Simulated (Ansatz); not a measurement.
I need a rigid scan of one bond length of C₂H₆SiTe, SMILES [TeH][SiH]1CC1. Use Ansatz 0.2.0, Python API. Level of theory (for the species named): MP2, def2-SVP basis, multiplicity 1.

```xyz
10

Te   -1.0997    1.2145   -2.0387
Si   -0.7174    0.3027    0.2030
C     0.4096   -1.1881    0.2267
C     1.2277    0.1047    0.4140
H    -2.8409    1.3478   -1.7055
H    -1.2236    0.9385    1.4359
H     0.3947   -1.8016    1.1663
H     0.6403   -1.6527   -0.7544
H     1.7650    0.4170   -0.4177
H     1.5274    0.2659    1.4733
```

`run_scan.py`
```python
"""Stretching a bond of C2H6SiTe, the rest held rigid."""

import ansatz as az
from ase import Atoms
import numpy as np

atoms = Atoms(["Te", "Si", "C", "C", "H", "H", "H", "H", "H", "H"], positions=[
    (-1.0997, 1.2145, -2.0387),
    (-0.7174, 0.3027, 0.203),
    (0.4096, -1.1881, 0.2267),
    (1.2277, 0.1047, 0.414),
    (-2.8409, 1.3478, -1.7055),
    (-1.2236, 0.9385, 1.4359),
    (0.3947, -1.8016, 1.1663),
    (0.6403, -1.6527, -0.7544),
    (1.765, 0.417, -0.4177),
    (1.5274, 0.2659, 1.4733),
])
system = az.Crystal.molecule_from_ase(atoms)

symbols = [site.symbol for site in system.cartesian_sites]
start = np.array([site.position_ang for site in system.cartesian_sites])
axis = (start[0] - start[1]) / np.linalg.norm(start[0] - start[1])
moving = [0, 4]
lengths, energies = [2.156, 2.254, 2.352, 2.45, 2.548, 2.646, 2.744, 2.891], []
for length in lengths:
    xyz = start.copy()
    xyz[moving] += (length - np.linalg.norm(start[0] - start[1])) * axis
    point = az.Crystal.molecule()
    for symbol, xyz in zip(symbols, xyz):
        point = point.atom(symbol, xyz.tolist())
    calc = point.calculation().basis(gaussian="def2-SVP").correlation("MP2")
    rep = calc.run(threads=1, backend="cpu").report
    energies.append(rep["free_energy_ev"])
    print(f"r = {length:6.3f} A  E = {energies[-1]:.5f} eV  <S^2> = {abs(rep['mean_field']['state']['spin_squared']):.3f}")

# quartic fit about the minimum
fit = np.polynomial.Polynomial.fit(lengths, np.array(energies) - min(energies), 4).convert()
roots = [r.real for r in fit.deriv().roots() if abs(r.imag) < 1e-9 and fit.deriv(2)(r.real) > 0]
r_e = min(roots, key=lambda r: abs(r - lengths[int(np.argmin(energies))]))
print(f"minimum of the fit at {r_e:.4f} A, force constant {fit.deriv(2)(r_e):.2f} eV/A^2")
```

```console
$ python run_scan.py
r =  2.156 A  E = -17290.45850 eV  <S^2> = 0.000
r =  2.254 A  E = -17291.03127 eV  <S^2> = 0.000
r =  2.352 A  E = -17291.34407 eV  <S^2> = 0.000
r =  2.450 A  E = -17291.47179 eV  <S^2> = 0.000
r =  2.548 A  E = -17291.46924 eV  <S^2> = 0.000
r =  2.646 A  E = -17291.37664 eV  <S^2> = 0.000
r =  2.744 A  E = -17291.22348 eV  <S^2> = 0.000
r =  2.891 A  E = -17290.92589 eV  <S^2> = 0.000
minimum of the fit at 2.4936 A, force constant 11.46 eV/A^2
```

Total energies depend on the basis set; only differences at equal settings carry meaning. The rest of the molecule is held rigid at a force-field or estimated start geometry, and the basis set is modest; single-reference methods fail as a bond breaks. def2 sets replace the cores of elements past krypton by effective core potentials. The orbitals are restricted, so S² is zero by construction. S² is that of the Hartree-Fock reference. Timing: 34 s on 1 thread of Intel(R) Xeon(R) Platinum 8488C (Sapphire Rapids), with other jobs on the host, peak memory 0.27 GiB.

(Lines on the test bed's own set-up are left out of the output.)
